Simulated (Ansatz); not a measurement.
**One shape, several levels: triplet CH6BNO2**

We compute a comparison of 6 runs (UHF/3-21G, UHF/def2-SVP, UB3LYP/6-31G*, U-wB97X/def2-SVP, UBHLYP/def2-SVP, UBLYP/def2-SVP) of triplet CH6BNO2. 

Program for the calculation: Ansatz 0.2.0.

112 further runs of the same task are left out: 112 set aside as unsound or not needed.

**1. The structure to begin with**

CH6BNO2 has 11 atoms, charge 0, and is taken as a triplet. SMILES of the parent species: `OBNCO`. Geometry: relaxed at PBE0-D4/def2-TZVP. This is one conformer, not always the lowest. That shape belongs to the parent species and isn't relaxed for this state.

Bond lengths: O1–B2 1.362 Å, B2–N3 1.416 Å, N3–C4 1.423 Å, C4–O5 1.424 Å, O1–H6 0.965 Å, B2–H7 1.197 Å, N3–H8 1.004 Å, C4–H9 1.100 Å, C4–H10 1.096 Å, O5–H11 0.962 Å. Some angles: O1–B2–N3 121.8°, B2–N3–C4 124.5°, N3–C4–O5 109.1°, O1–B2–H7 118.8°, N3–B2–H7 119.3°, B2–O1–H6 111.4°, B2–N3–H8 119.6°, C4–N3–H8 115.8°, N3–C4–H9 110.6°, N3–C4–H10 109.5°.

**2. The energy at UHF/3-21G (run 1)**

Input file job.yaml:

```yaml
crystal:
  periodic: [false, false, false]
  atoms:
    - {symbol: O, position_ang: [-0.365300, 1.867300, 0.524000]}
    - {symbol: B, position_ang: [-0.151000, 0.776300, 1.310700]}
    - {symbol: "N", position_ang: [0.041300, -0.514500, 0.761600]}
    - {symbol: C, position_ang: [-0.074500, -0.827100, -0.621300]}
    - {symbol: O, position_ang: [0.833500, -0.016400, -1.360600]}
    - {symbol: H, position_ang: [-0.145900, 1.684700, -0.397300]}
    - {symbol: H, position_ang: [-0.135500, 0.915900, 2.499600]}
    - {symbol: H, position_ang: [0.344000, -1.265700, 1.354800]}
    - {symbol: H, position_ang: [-1.095800, -0.629000, -0.978300]}
    - {symbol: H, position_ang: [0.142100, -1.890000, -0.774600]}
    - {symbol: H, position_ang: [0.672700, -0.158500, -2.298200]}
basis:
  gaussian: {orbitals: 3-21G.json}
magnetization: {spin_polarized: true, initial_magnetization: 2}
hamiltonian: {xc: hf}
accuracy: high
output: {orbitals: {seedname: orbitals}}
```

The basis set 3-21G is read from a file made from the Basis Set Exchange's data (not shown).

Started as:

```bash
$ ansatz run job.yaml --threads 1 --pin off --max-ram 3480MiB --events-out events.jsonl --progress --plain --runs-dir runs
```

What it wrote:

```text
Warning: RAYON_NUM_THREADS=1 ignored (pool sized by the plan → 1); use --threads N
Functional definition: HF
  name "HF"
  exchange = exact_x
  correlation = 0
1382 factors; integrals over basis functions are off by at most 1.2e-8 eV
mean field evaluation 1: about -7300.3983 eV, gradient 2.9e1 eV
mean field evaluation 2: about -7300.9846 eV, gradient 2.9e1 eV
mean field evaluation 4: about -7306.1284 eV, gradient 4.5e0 eV
mean field evaluation 8: about -7307.3812 eV, gradient 1.1e0 eV
mean field evaluation 16: about -7307.4261 eV, gradient 2.6e-4 eV
mean field evaluation 32: about -7306.6147 eV, gradient 8.4e-1 eV
mean field evaluation 64: about -7305.5158 eV, gradient 3.9e-1 eV
mean field evaluation 96: about -7305.7805 eV, gradient 1.6e0 eV
mean field evaluation 128: about -7305.3580 eV, gradient 3.4e0 eV
mean field evaluation 160: about -7306.1072 eV, gradient 3.5e0 eV
mean field -7307.42613260 eV, -268.5429572219 hartree, gradient 2.9e-8 eV, S^2 2.019528; 2 other end points of the search recorded, 0 dependent functions left out
reference -7307.42613260 eV, -268.5429572219 hartree; 21, 19 occupied and 36, 38 virtual orbitals, 1382 factors
Total energy: -7307.42613260 eV, -268.5429572219 hartree
```

Run time: 2.8 s. Hardware: 1 thread of Arm Neoverse V1, shared host; peak memory 0.2 GiB.

**3. The energy at UHF/def2-SVP (run 2)**

Input file input.yaml:

```yaml
crystal:
  periodic: [false, false, false]
  atoms:
    - {symbol: O, position_ang: [-0.365300, 1.867300, 0.524000]}
    - {symbol: B, position_ang: [-0.151000, 0.776300, 1.310700]}
    - {symbol: "N", position_ang: [0.041300, -0.514500, 0.761600]}
    - {symbol: C, position_ang: [-0.074500, -0.827100, -0.621300]}
    - {symbol: O, position_ang: [0.833500, -0.016400, -1.360600]}
    - {symbol: H, position_ang: [-0.145900, 1.684700, -0.397300]}
    - {symbol: H, position_ang: [-0.135500, 0.915900, 2.499600]}
    - {symbol: H, position_ang: [0.344000, -1.265700, 1.354800]}
    - {symbol: H, position_ang: [-1.095800, -0.629000, -0.978300]}
    - {symbol: H, position_ang: [0.142100, -1.890000, -0.774600]}
    - {symbol: H, position_ang: [0.672700, -0.158500, -2.298200]}
basis:
  gaussian: {orbitals: def2-SVP}
magnetization: {spin_polarized: true, initial_magnetization: 2}
hamiltonian: {xc: hf}
accuracy: high
output: {orbitals: {seedname: orbitals}}
```

Started as:

```bash
$ ansatz run input.yaml --threads 1 --pin off --max-ram 3480MiB --events-out events.jsonl --progress --plain --runs-dir runs
```

What it wrote (excerpt; [...] marks lines left out):

```text
Warning: RAYON_NUM_THREADS=1 ignored (pool sized by the plan → 1); use --threads N
[... 2 set-up lines as earlier in the session ...]
[...]
2436 factors; integrals over basis functions are off by at most 3.5e-9 eV
[...]
mean field -7342.99901053 eV, -269.8502363735 hartree, gradient 5.0e-8 eV, S^2 2.020181; 2 other end points of the search recorded, 0 dependent functions left out
reference -7342.99901053 eV, -269.8502363735 hartree; 21, 19 occupied and 79, 81 virtual orbitals, 2436 factors
Total energy: -7342.99901053 eV, -269.8502363735 hartree
```

Run time: 17 s. Hardware: 1 thread of Arm Neoverse V1, shared host; peak memory 0.48 GiB.

Run 3 isn't shown in full; the table further down has it.

**4. The energy at U-wB97X/def2-SVP (run 4)**

job.yaml, as its differences from that of step 2:

```diff
@@ -1 +1,3 @@
+basis:
+  gaussian: {orbitals: def2-SVP}
 crystal:
@@ -14,6 +16,4 @@
     - {symbol: H, position_ang: [0.672700, -0.158500, -2.298200]}
-basis:
-  gaussian: {orbitals: 3-21G.json}
 magnetization: {spin_polarized: true, initial_magnetization: 2}
-hamiltonian: {xc: hf}
+hamiltonian: {xc: {name: wB97X}}
 accuracy: high
```

Started as:

```bash
$ ansatz run job.yaml --threads 1 --pin off --max-ram 3480MiB --events-out events.jsonl --progress --plain --runs-dir runs
```

What it wrote (excerpt; [...] marks lines left out):

```text
Warning: RAYON_NUM_THREADS=1 ignored (pool sized by the plan → 1); use --threads N
Functional definition: wB97X
  name "wB97X"
[...]
      + exact_x_lr(omega)
[...]
      + integral(e_c_pw_opposite_spin*poly(b97_u_opposite, 1, cos1, cos2, cos3, cos4))
2436 factors; integrals over basis functions are off by at most 3.5e-9 eV
379 factors; integrals over basis functions are off by at most 2.4e-9 eV
[...]
mean field -7382.80394080 eV, -271.3130405801 hartree, gradient 7.4e-8 eV, S^2 2.007352; 4 other end points of the search recorded, 0 dependent functions left out
reference -7382.80393876 eV, -271.3130405052 hartree; 21, 19 occupied and 79, 81 virtual orbitals, 2436 factors
Total energy: -7382.80393876 eV, -271.3130405052 hartree
```

It took 1.9 min on 1 thread of Arm Neoverse V1, shared host; peak memory 0.96 GiB.

Run 5 isn't shown in full; the table further down has it.

**5. The energy at UBLYP/def2-SVP (run 6)**

Input file molecule.yaml:

```yaml
crystal:
  periodic: [false, false, false]
  atoms:
    - {symbol: O, position_ang: [-0.365300, 1.867300, 0.524000]}
    - {symbol: B, position_ang: [-0.151000, 0.776300, 1.310700]}
    - {symbol: "N", position_ang: [0.041300, -0.514500, 0.761600]}
    - {symbol: C, position_ang: [-0.074500, -0.827100, -0.621300]}
    - {symbol: O, position_ang: [0.833500, -0.016400, -1.360600]}
    - {symbol: H, position_ang: [-0.145900, 1.684700, -0.397300]}
    - {symbol: H, position_ang: [-0.135500, 0.915900, 2.499600]}
    - {symbol: H, position_ang: [0.344000, -1.265700, 1.354800]}
    - {symbol: H, position_ang: [-1.095800, -0.629000, -0.978300]}
    - {symbol: H, position_ang: [0.142100, -1.890000, -0.774600]}
    - {symbol: H, position_ang: [0.672700, -0.158500, -2.298200]}
basis:
  gaussian:
    orbitals: def2-SVP
magnetization:
  spin_polarized: true
  initial_magnetization: 2
hamiltonian:
  xc: {name: BLYP}
accuracy: high
output: {orbitals: {seedname: orbitals}}
```

Started as:

```bash
$ ansatz run molecule.yaml --threads 1 --pin off --max-ram 3480MiB --events-out events.jsonl --progress --plain --runs-dir runs
```

What it wrote:

```text
Warning: RAYON_NUM_THREADS=1 ignored (pool sized by the plan → 1); use --threads N
Functional definition: BLYP
  name "BLYP"
  parameter beta = 0.0042
  parameter a = 0.04918
  parameter b = 0.132
  parameter c = 0.2533
  parameter d = 0.349
  exchange = b88_x(beta = beta)
  correlation = lyp_c(a = a, b = b, c = c, d = d)
2436 factors; integrals over basis functions are off by at most 3.5e-9 eV
mean field evaluation 1: about -7367.0629 eV, gradient 5.7e1 eV
mean field evaluation 2: about -7144.1283 eV, gradient 1.7e2 eV
mean field evaluation 4: about -7365.4576 eV, gradient 5.6e1 eV
mean field evaluation 8: about -7382.9321 eV, gradient 6.9e0 eV
mean field evaluation 16: about -7383.3272 eV, gradient 1.9e-2 eV
mean field evaluation 32: about -7383.3272 eV, gradient 2.1e-8 eV
mean field evaluation 64: about -7382.9531 eV, gradient 3.6e0 eV
mean field -7383.32719454 eV, -271.3322698003 hartree, gradient 2.1e-8 eV, S^2 2.002375; 6 other end points of the search recorded, 0 dependent functions left out
reference -7383.32725317 eV, -271.3322719551 hartree; 21, 19 occupied and 79, 81 virtual orbitals, 2436 factors
Total energy: -7383.32725317 eV, -271.3322719551 hartree
```

It took 22 s on 1 thread of Arm Neoverse V1, shared host; peak memory 0.38 GiB.

**6. All runs side by side**

```csv
run,level,Cartesian functions,energy (Eh),HOMO energy (eV),⟨S²⟩,wall time
1,UHF/3-21G,no,-268.542957,-2.63,2.020,2.8 s
2,UHF/def2-SVP,no,-269.850236,-3.01,2.020,17 s
3,UB3LYP/6-31G* (Cartesian functions),yes,-271.589190,-0.67,2.005,23 s
4,U-wB97X/def2-SVP,no,-271.313041,-2.86,2.007,1.9 min
5,UBHLYP/def2-SVP,no,-271.243039,-1.69,2.009,25 s
6,UBLYP/def2-SVP,no,-271.332272,-0.61,2.002,22 s
```

**7. Results**

```
                                 quantity          value
                      run 6: total energy  -271.33227 Eh
run 6: HOMO energy (highest over α and β)       -0.61 eV
                              run 6: ⟨S²⟩          2.002
```

In words: Totals of different functionals can't be ranked against each other. All runs together took 3.4 min, the longest 1.9 min.
